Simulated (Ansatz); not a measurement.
What does this script print? It uses Ansatz 0.2.0 through its Python package.

`scan_ch6alclge.py`:
```python
import ansatz
import numpy as np

geometry_ang = [
    ('C', [0.1629, 1.4196, -1.2289]),
    ('Al', [0.8027, 0.1007, 0.0353]),
    ('Cl', [2.9364, 0.0022, 0.4649]),
    ('Ge', [-0.6628, -1.4391, 1.1075]),
    ('H', [0.5863, 1.304, -2.2515]),
    ('H', [0.36, 2.4955, -0.8684]),
    ('H', [-0.9594, 1.3611, -1.3269]),
    ('H', [-0.3091, -2.8861, 0.732]),
    ('H', [-0.6568, -1.2532, 2.691]),
    ('H', [-2.177, -1.1559, 0.648]),
]
ch6alclge = ansatz.Crystal.molecule()
for symbol, xyz in geometry_ang:
    ch6alclge = ch6alclge.atom(symbol, xyz)

symbols = [site.symbol for site in ch6alclge.cartesian_sites]
start = np.array([site.position_ang for site in ch6alclge.cartesian_sites])
axis = (start[5] - start[0]) / np.linalg.norm(start[5] - start[0])
moving = [5]
lengths, energies = [1.013, 1.06, 1.106, 1.152, 1.198, 1.244, 1.29, 1.359], []
for length in lengths:
    xyz = start.copy()
    xyz[moving] += (length - np.linalg.norm(start[5] - start[0])) * axis
    point = ansatz.Crystal.molecule()
    for symbol, xyz in zip(symbols, xyz):
        point = point.atom(symbol, xyz.tolist())
    model = (
        point.calculation()
        .basis(gaussian='def2-SVP')
        .functional('hf')
    )
    rep = model.run(threads=1, backend='cpu').report
    energies.append(rep['free_energy_ev'])
    print(f'r = {length:6.3f} A  E = {energies[-1]:.5f} eV  <S^2> = {abs(rep["mean_field"]["state"]["spin_squared"]):.3f}')

fit = np.polynomial.Polynomial.fit(lengths, np.array(energies) - min(energies), 4).convert()
roots = [r.real for r in fit.deriv().roots() if abs(r.imag) < 1e-9 and fit.deriv(2)(r.real) > 0]
r_e = min(roots, key=lambda r: abs(r - lengths[int(np.argmin(energies))]))
print(f'minimum of the fit at {r_e:.4f} A, force constant {fit.deriv(2)(r_e):.2f} eV/A^2')
```

```console
$ python scan_ch6alclge.py
r =  1.013 A  E = -76673.59922 eV  <S^2> = 0.000
r =  1.060 A  E = -76673.71632 eV  <S^2> = 0.000
r =  1.106 A  E = -76673.73809 eV  <S^2> = 0.000
r =  1.152 A  E = -76673.68919 eV  <S^2> = 0.000
r =  1.198 A  E = -76673.58620 eV  <S^2> = 0.000
r =  1.244 A  E = -76673.44222 eV  <S^2> = 0.000
r =  1.290 A  E = -76673.26755 eV  <S^2> = 0.000
r =  1.359 A  E = -76672.96531 eV  <S^2> = 0.000
minimum of the fit at 1.0957 A, force constant 35.46 eV/A^2
```

Caveats:
- The settings weren't tested for convergence.
- The rest of the molecule is held rigid at a force-field or estimated start geometry, and the basis set is modest; single-reference methods fail as a bond breaks.
- Hartree-Fock leaves correlation out, so bond, atomisation and ionisation energies come out well too low.
- The orbitals are restricted, so S² is zero by construction.
- The whole script took 8.9 s on 1 thread of AMD EPYC 9R45 96-Core Processor (Zen 5) (shared host), peak memory 0.31 GiB.

(Lines on the test bed's own set-up are left out of the output.)
